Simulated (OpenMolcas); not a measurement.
# V²⁺ with 4 ligands (chloride): CASSCF and CASPT2 levels and susceptibility

Aim: the ligand-field states of V²⁺ in this surrounding, its lowest levels with spin-orbit coupling and its magnetic susceptibility.

The numbers are computed with OpenMolcas 26.06 (state-averaged CASSCF and CASPT2, spin-orbit coupling by RASSI with atomic mean-field integrals), except any that are marked as measured or tabulated.

**1. Starting point**

| Item | Value |
| --- | --- |
| Species | V²⁺ (vanadium, Z = 23, 21 electrons) |
| Basis | ANO-RCC-VTZP [6s5p3d2f1g], 131 functions with the ligands |
| Scalar Hamiltonian | DKH2, point nucleus |
| Inactive shells | 1s 2s 2p 3s 3p of the metal, and all ligand shells |
| Active space | 3 electrons in 5 orbitals (3d) |
| Some configurations of this space | 3d3 |
| Orbitals | optimised for each spin and parity, averaged over all roots |

The outer shells:

3d3
```
3d [↑ ][↑ ][↑ ][  ][  ]
```

V²⁺ is taken with 4 ligands (chloride) in tetrahedron coordination (Td) at 2.42 Å. A charge of +0.5 e stands 2.6 Å behind each ligand. Ligand basis ANO-RCC-VDZP. The distances are assumed, not relaxed.

```xyz
5

V     0.0000    0.0000    0.0000
Cl    1.3972    1.3972    1.3972
Cl    1.3972   -1.3972   -1.3972
Cl   -1.3972    1.3972   -1.3972
Cl   -1.3972   -1.3972    1.3972
```

Each step is its own input file, run in one work folder so that later steps find the files of earlier ones. Labels, J, g values, rates, χT and fits are worked out afterwards by a script from the matrices that RASSI stores.

**2. One- and two-electron integrals**

File a.inp:

```
&GATEWAY
Coord
5

V 0.0 0.0 0.0
Cl 1.397188 1.397188 1.397188
Cl 1.397188 -1.397188 -1.397188
Cl -1.397188 1.397188 -1.397188
Cl -1.397188 -1.397188 1.397188
Basis=V.ANO-RCC-VTZP,Cl.ANO-RCC-VDZP
Group=NoSym
NoMove
AngMom=0.0 0.0 0.0
AMFI
RICD
XField
4 Angstrom 0
2.898299 2.898299 2.898299 0.500000
2.898299 -2.898299 -2.898299 0.500000
-2.898299 2.898299 -2.898299 0.500000
-2.898299 -2.898299 2.898299 0.500000
&SEWARD
```

Started as:

```console
> OMP_NUM_THREADS=1 MOLCAS_MEM=2457 MOLCAS_PROJECT=a pymolcas a.inp > a.log
```

**3. CASSCF: quartets, 10 roots**

File a.inp:

```
&RASSCF
FileOrb=start.orb
Symmetry=1
Spin=4
nActEl=3 0 0
Inactive=45
Ras2=5
CIRoot=10 10 1
SDav=10
CIMx=300
Iter=150 100
PrWF=0.3
OrbListing=Nothing
MaxOrb=0
LevShft=1.0
>>> COPY $Project.JobIph JOB001
```

start.orb holds start orbitals that the driver prepared beforehand, or those of the step before.

**4. CASSCF: doublets, 40 roots**

File a.inp:

```
&RASSCF
FileOrb=start.orb
Symmetry=1
Spin=2
nActEl=3 0 0
Inactive=45
Ras2=5
CIRoot=40 40 1
SDav=40
CIMx=300
Iter=150 100
PrWF=0.3
OrbListing=Nothing
MaxOrb=0
LevShft=1.0
>>> COPY $Project.JobIph JOB002
```

**5. RASSI: spin-orbit coupling between the states**

File a.inp:

```
&RASSI
NrOfJobIphs=2 10 40
1 2 3 4 5 6 7 8 9 10
1 2 3 4 5 6 7 8 9 10 11 12 13 14 15 16 17 18 19 20 21 22 23 24 25 26 27
28 29 30 31 32 33 34 35 36 37 38 39 40
IphNames
JOB001
JOB002
EJob
SpinOrbit
DIPRint=1.0
SOCoupling=1000.0
Subsets=2
Property=9
'ANGMOM' 1 'ANGMOM' 2 'ANGMOM' 3 'MLTPL  1' 1 'MLTPL  1' 2 'MLTPL  1' 3
'AMFI' 1 'AMFI' 2 'AMFI' 3
SOProperty=3
'ANGMOM' 1 'ANGMOM' 2 'ANGMOM' 3
```

**6. CASPT2: IPEA 0.25, imaginary shift 0.1 (closed shells correlated: 3s 3p of the metal, with ligand shells; the Frozen line counts the rest)**

File a.inp:

```
>>> COPY JOB001 $Project.JobIph
&CASPT2
Multistate=10 1 2 3 4 5 6 7 8 9 10
NoMult
Frozen=25
IPEA=0.25
Imaginary=0.1
MaxIter=60
WThr=0.0 0.3 0.05
PrWF=0.5
NoMix
>>> COPY JOB002 $Project.JobIph
&CASPT2
Multistate=40 1 2 3 4 5 6 7 8 9 10 11 12 13 14 15 16 17 18 19 20 21 22
23 24 25 26 27 28 29 30 31 32 33 34 35 36 37 38 39 40
NoMult
Frozen=25
IPEA=0.25
Imaginary=0.1
MaxIter=60
WThr=0.0 0.3 0.05
PrWF=0.5
NoMix
```

**7. CASPT2: IPEA 0.25, real shift 0.3 (closed shells correlated: 3s 3p of the metal, with ligand shells; the Frozen line counts the rest)**

a.inp: that of step 6 with these lines changed.

```diff
@@ -6,3 +6,3 @@
 IPEA=0.25
-Imaginary=0.1
+Shift=0.3
 MaxIter=60
@@ -18,3 +18,3 @@
 IPEA=0.25
-Imaginary=0.1
+Shift=0.3
 MaxIter=60
```

(Steps that only read results are left out.)

**Question.** What will these runs give? Wanted: spin-free ground state; first state of the same spin within the active space; lowest level; next level.

**Answer**, as computed:

| quantity | value |
| --- | --- |
| method | SS-CASPT2, IPEA 0.25, imaginary shift 0.1 (closed shells correlated: 3s 3p of the metal, with ligand shells; the Frozen line counts the rest) |
| spin-free ground state | 4T1, 3-fold in its orbital part |
| first state of the same spin within the active space | 4T2 at 1900 cm⁻¹ |
| lowest level | 4-fold Γ8 |
| next level | 23.7 cm⁻¹ |
| χT at 300 K | 1.67 cm³ K/mol |
| effective moment at 300 K | 3.66 μB |

Cost by method:

```
                                              method  time of its own steps  time with the reference
                                           A. CASSCF                   57 s                     57 s
B. SS-CASPT2, IPEA 0.25, imaginary shift 0.1, +3s 3p                6.3 min                  7.2 min
     C. SS-CASPT2, IPEA 0.25, real shift 0.3, +3s 3p                5.9 min                  6.8 min
```

Times are of one thread on a shared host.

The spin-free ground state (4T1) comes to 100 % from free-ion F terms and keeps the highest spin of the shell. χT at 300 K is 1.67, against 1.88 cm³ K/mol for the spin alone, so spin-orbit coupling lowers it. A ligand-field fit to the states below 45000 cm-1 gives 10Dq = -2653 cm-1, B = 691 cm-1 and C = 2451 cm-1 (C/B = 3.55), with a deviation of 437 cm-1. CASPT2 does not keep the components of a term degenerate, and the means are used.
